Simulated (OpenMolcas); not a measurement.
# Ru⁴⁺ among point charges: CASSCF and CASPT2 levels and susceptibility, part 2 of 2

Aim: the splitting of the states of Ru⁴⁺ in the field of 4 point charges, its lowest levels with spin-orbit coupling and its magnetic susceptibility.

OpenMolcas 26.06; ANO-RCC-VTZP, DKH2, active space 4 electrons in 5 orbitals (4d), orbitals: per spin and parity. Surroundings: 4 point charges of -1.5 e arranged as a square (D4h), 1.79 Å from the ion. The steps go on from the part before.

### 7 CASPT2: IPEA 0.25, imaginary shift 0.1 (closed shells correlated: 4s 4p)

Input file a.inp:

```
>>> COPY JOB001 $Project.JobIph
&CASPT2
Multistate=5 1 2 3 4 5
NoMult
Frozen=8 6
IPEA=0.25
Imaginary=0.1
MaxIter=60
WThr=0.0 0.3 0.05
PrWF=0.5
NoMix
>>> COPY JOB002 $Project.JobIph
&CASPT2
Multistate=45 1 2 3 4 5 6 7 8 9 10 11 12 13 14 15 16 17 18 19 20 21 22
23 24 25 26 27 28 29 30 31 32 33 34 35 36 37 38 39 40 41 42 43 44 45
NoMult
Frozen=8 6
IPEA=0.25
Imaginary=0.1
MaxIter=60
WThr=0.0 0.3 0.05
PrWF=0.5
NoMix
>>> COPY JOB003 $Project.JobIph
&CASPT2
Multistate=50 1 2 3 4 5 6 7 8 9 10 11 12 13 14 15 16 17 18 19 20 21 22
23 24 25 26 27 28 29 30 31 32 33 34 35 36 37 38 39 40 41 42 43 44 45 46
47 48 49 50
NoMult
Frozen=8 6
IPEA=0.25
Imaginary=0.1
MaxIter=60
WThr=0.0 0.3 0.05
PrWF=0.5
NoMix
```

The log of the run:

```text
Orbital specifications:
      -----------------------

      Symmetry species                           1   2
                                                ag  au
      Frozen orbitals                            8   6
      Inactive orbitals                          1   3
      Active orbitals                            5   0
      Secondary orbitals                        22  23
      Deleted orbitals                           0   0
      Number of basis functions                 36  32
Type of calculation                        SS-CASPT2
      Fock operator                              state-specific
      IPEA shift                                 0.25
      Real shift                                 0.00
      Imaginary shift                            0.10
      The input orbitals will be transformed to quasi-canonical
Reference energy:       -4531.1225518882
      E2 (Non-variational):      -0.3308717883
      Shift correction:          -0.0001030294
      E2 (Variational):          -0.3309748177
      Total energy:           -4531.4535267059
      Residual norm:              0.0000002049
      Reference weight:           0.94861
      Contributions to the CASPT2 correlation energy
      Active & Virtual Only:         -0.0398160855
      One Inactive Excited:          -0.1646174718
      Two Inactive Excited:          -0.1264382310
Reference energy:       -4531.0822674281
      E2 (Non-variational):      -0.3311783650
      Shift correction:          -0.0001024941
      E2 (Variational):          -0.3312808591
      Total energy:           -4531.4135482871
      Residual norm:              0.0000002505
      Reference weight:           0.94863
      Contributions to the CASPT2 correlation energy
      Active & Virtual Only:         -0.0397142999
      One Inactive Excited:          -0.1653587559
      Two Inactive Excited:          -0.1261053091
::    CASPT2 Root  1     Total energy:  -4531.45352671
::    CASPT2 Root  2     Total energy:  -4531.41354829
::    CASPT2 Root  3     Total energy:  -4531.36047659
::    CASPT2 Root  4     Total energy:  -4531.36048485
::    CASPT2 Root  5     Total energy:  -4531.34517174
Orbital specifications:
      -----------------------

      Symmetry species                           1   2
                                                ag  au
      Frozen orbitals                            8   6
      Inactive orbitals                          1   3
      Active orbitals                            5   0
      Secondary orbitals                        22  23
      Deleted orbitals                           0   0
      Number of basis functions                 36  32
Type of calculation                        SS-CASPT2
      Fock operator                              state-specific
      IPEA shift                                 0.25
      Real shift                                 0.00
      Imaginary shift                            0.10
      The input orbitals will be transformed to quasi-canonical
Reference energy:       -4531.0270718352
      E2 (Non-variational):      -0.3432211163
      Shift correction:          -0.0001195053
      E2 (Variational):          -0.3433406217
      Total energy:           -4531.3704124569
      Residual norm:              0.0000001562
      Reference weight:           0.94522
      Contributions to the CASPT2 correlation energy
      Active & Virtual Only:         -0.0466038404
      One Inactive Excited:          -0.1710287940
      Two Inactive Excited:          -0.1255884819
Reference energy:       -4531.0270718351
      E2 (Non-variational):      -0.3432211125
      Shift correction:          -0.0001195053
      E2 (Variational):          -0.3433406179
      Total energy:           -4531.3704124530
      Residual norm:              0.0000001562
      Reference weight:           0.94522
      Contributions to the CASPT2 correlation energy
      Active & Virtual Only:         -0.0466038382
      One Inactive Excited:          -0.1710287924
      Two Inactive Excited:          -0.1255884820
::    CASPT2 Root  1     Total energy:  -4531.37041246
::    CASPT2 Root  2     Total energy:  -4531.37041245
::    CASPT2 Root  3     Total energy:  -4531.37103385
::    CASPT2 Root  4     Total energy:  -4531.36747092
::    CASPT2 Root  5     Total energy:  -4531.36792237
::    CASPT2 Root  6     Total energy:  -4531.36792237
::    CASPT2 Root  7     Total energy:  -4531.35878746
::    CASPT2 Root  8     Total energy:  -4531.35745869
::    CASPT2 Root  9     Total energy:  -4531.35230885
::    CASPT2 Root 10     Total energy:  -4531.33702745
::    CASPT2 Root 11     Total energy:  -4531.33702744
::    CASPT2 Root 12     Total energy:  -4531.32911981
::    CASPT2 Root 13     Total energy:  -4531.32698156
::    CASPT2 Root 14     Total energy:  -4531.32698156
::    CASPT2 Root 15     Total energy:  -4531.32864519
::    CASPT2 Root 16     Total energy:  -4531.32228384
::    CASPT2 Root 17     Total energy:  -4531.31626147
::    CASPT2 Root 18     Total energy:  -4531.30634358
::    CASPT2 Root 19     Total energy:  -4531.30634358
::    CASPT2 Root 20     Total energy:  -4531.30146764
::    CASPT2 Root 21     Total energy:  -4531.29819526
::    CASPT2 Root 22     Total energy:  -4531.29819527
::    CASPT2 Root 23     Total energy:  -4531.29146393
::    CASPT2 Root 24     Total energy:  -4531.28989089
::    CASPT2 Root 25     Total energy:  -4531.27238356
::    CASPT2 Root 26     Total energy:  -4531.27238357
::    CASPT2 Root 27     Total energy:  -4531.27499933
::    CASPT2 Root 28     Total energy:  -4531.25759634
::    CASPT2 Root 29     Total energy:  -4531.25891161
::    CASPT2 Root 30     Total energy:  -4531.25891161
Orbital specifications:
      -----------------------

      Symmetry species                           1   2
                                                ag  au
      Frozen orbitals                            8   6
      Inactive orbitals                          1   3
      Active orbitals                            5   0
      Secondary orbitals                        22  23
      Deleted orbitals                           0   0
      Number of basis functions                 36  32
Type of calculation                        SS-CASPT2
      Fock operator                              state-specific
      IPEA shift                                 0.25
      Real shift                                 0.00
      Imaginary shift                            0.10
      The input orbitals will be transformed to quasi-canonical
Reference energy:       -4530.9925380390
      E2 (Non-variational):      -0.3446846339
      Shift correction:          -0.0001145418
      E2 (Variational):          -0.3447991757
      Total energy:           -4531.3373372147
      Residual norm:              0.0000001106
      Reference weight:           0.94552
      Contributions to the CASPT2 correlation energy
      Active & Virtual Only:         -0.0463554729
      One Inactive Excited:          -0.1753092530
      Two Inactive Excited:          -0.1230199081
Reference energy:       -4530.9899986360
      E2 (Non-variational):      -0.3463097309
      Shift correction:          -0.0001199940
      E2 (Variational):          -0.3464297249
      Total energy:           -4531.3364283608
      Residual norm:              0.0000001177
      Reference weight:           0.94482
      Contributions to the CASPT2 correlation energy
      Active & Virtual Only:         -0.0466778836
      One Inactive Excited:          -0.1765942562
      Two Inactive Excited:          -0.1230375911
::    CASPT2 Root  1     Total energy:  -4531.33733721
::    CASPT2 Root  2     Total energy:  -4531.33642836
::    CASPT2 Root  3     Total energy:  -4531.33642837
::    CASPT2 Root  4     Total energy:  -4531.33433698
::    CASPT2 Root  5     Total energy:  -4531.32810588
::    CASPT2 Root  6     Total energy:  -4531.32498048
::    CASPT2 Root  7     Total energy:  -4531.31656697
::    CASPT2 Root  8     Total energy:  -4531.31656699
::    CASPT2 Root  9     Total energy:  -4531.31368521
::    CASPT2 Root 10     Total energy:  -4531.30650693
::    CASPT2 Root 11     Total energy:  -4531.31046145
::    CASPT2 Root 12     Total energy:  -4531.29953891
::    CASPT2 Root 13     Total energy:  -4531.29953891
::    CASPT2 Root 14     Total energy:  -4531.29600148
::    CASPT2 Root 15     Total energy:  -4531.27851001
::    CASPT2 Root 16     Total energy:  -4531.27464933
::    CASPT2 Root 17     Total energy:  -4531.27464931
::    CASPT2 Root 18     Total energy:  -4531.26939801
::    CASPT2 Root 19     Total energy:  -4531.25790791
::    CASPT2 Root 20     Total energy:  -4531.25790791
::    CASPT2 Root 21     Total energy:  -4531.24982801
::    CASPT2 Root 22     Total energy:  -4531.26248061
::    CASPT2 Root 23     Total energy:  -4531.24769387
::    CASPT2 Root 24     Total energy:  -4531.24658767
::    CASPT2 Root 25     Total energy:  -4531.24040451
::    CASPT2 Root 26     Total energy:  -4531.24040450
::    CASPT2 Root 27     Total energy:  -4531.23024163
::    CASPT2 Root 28     Total energy:  -4531.22937696
::    CASPT2 Root 29     Total energy:  -4531.22112091
::    CASPT2 Root 30     Total energy:  -4531.22112090
```

Time for this run: 11 s (1 thread, shared host).

SS-CASPT2: lowest energy less the reference's lowest, -0.3310 hartree; reference weights 0.936 to 0.949.

Spin-free states, with their symmetry labels:

| state | degeneracy | E (cm-1) | free-ion L (%) |
| --- | --- | --- | --- |
| 5B1 | 1 | 0 | D (100) |
| 5B2 | 1 | 8774 | D (100) |
| 3A2 | 1 | 18105 | H (61) |
| 3E | 2 | 18241 | H (60) |
| 3E | 2 | 18788 | G (27) |
| 3B1 | 1 | 18887 | H (66) |
| 5E | 2 | 20421 | D (100) |
| 3A1 | 1 | 20793 | G (50) |
| 3A2 | 1 | 21084 | P (39) |
| 3B1 | 1 | 22215 | F (49) |
| 5A1 | 1 | 23781 | D (100) |
| 1A1 | 1 | 25501 | I (80) |
| 3E | 2 | 25569 | F (52) |
| 1E | 2 | 25700 | I (81) |
| 1B1 | 1 | 26159 | I (82) |
| 3B2 | 1 | 27304 | H (48) |
| 3B2 | 1 | 27408 | F (53) |
| 1A1 | 1 | 27527 | D (41) |
| 3E | 2 | 27773 | H (55) |
| 1B2 | 1 | 28213 | I (43) |
| 3A2 | 1 | 28804 | P (53) |
| 1E | 2 | 30059 | I (37) |
| 3A1 | 1 | 30126 | G (58) |
| 1A2 | 1 | 30692 | G (68) |

With spin-orbit coupling:

```
E (cm-1)  Degeneracy  Label  2S+1               g
       0           1     A1     5                
       9           1     A2     5                
     220           2      E     5  0.00 0.00 3.35
     290           1     B1     5                
    8950           1     B2     5                
    9010           2      E     5  0.00 0.00 4.61
    9160           1     A1     5                
    9180           1     A2     5                
   17560           1     B2     3                
   17740           1     B1     3                
   17940           1     A1     3                
   17960           2      E     3  0.00 0.00 2.44
   18280           1     A1     3                
   18320           1     B1     3                
   18420           1     B2     3                
   18440           2      E     3  0.00 0.00 1.15
   18510           2      E     3  0.00 0.00 0.62
   18810           1     A1     3                
   18860           1     A2     3                
   18990           2      E     3  0.00 0.00 2.43
   19160           1     B2     3                
   19650           2      E     5  0.00 0.00 3.66
   19700           1     A1     5                
   19770           1     A2     3
```

Powder χT (cm³ K/mol): 0.47 at 2 K, 1.01 at 5 K, 1.33 at 10 K, 1.51 at 20 K, 1.73 at 50 K, 2.01 at 100 K, 2.21 at 150 K, 2.33 at 200 K, 2.41 at 250 K, 2.47 at 300 K.

### 8 The methods side by side

A. CASSCF
B. SS-CASPT2, IPEA 0.25, imaginary shift 0.1 (closed shells correlated: 4s 4p)

| method | ground state | first state of that spin (cm-1) | first gap with spin-orbit (cm-1) | χT at 300 K |
| --- | --- | --- | --- | --- |
| A | 5B1 | 5B2 8841 | 5.7 | 2.49 |
| B | 5B1 | 5B2 8774 | 8.5 | 2.47 |

### 9 Outcome

What follows sums up all 2 parts.

| quantity | value |
| --- | --- |
| method | SS-CASPT2, IPEA 0.25, imaginary shift 0.1 (closed shells correlated: 4s 4p) |
| spin-free ground state | 5B1, 1-fold in its orbital part |
| first state of the same spin within the active space | 5B2 at 8770 cm⁻¹ |
| lowest level | 1-fold A1 |
| next level | 8.5 cm⁻¹ |
| χT at 300 K | 2.47 cm³ K/mol |
| effective moment at 300 K | 4.44 μB |

Cost by method:

| method | time of its own steps | time with the reference |
| --- | --- | --- |
| A. CASSCF | 22 s | 22 s |
| B. SS-CASPT2, IPEA 0.25, imaginary shift 0.1, +4s 4p | 11 s | 33 s |

Times are of one thread on a shared host.

The spin-free ground state (5B1) comes to 100 % from free-ion D terms and keeps the highest spin of the shell. χT at 300 K is 2.47, against 3.01 cm³ K/mol for the spin alone, so spin-orbit coupling lowers it. An active space of the d shell alone favours high spin; real ions in strong fields can be low spin. The field of point charges can differ much from that of real complexes. With metal d orbitals alone active, the gaps between spin states are rough; where two lie within a few thousand cm-1, their order is open. This is an electrostatic model: the charges have no orbitals.
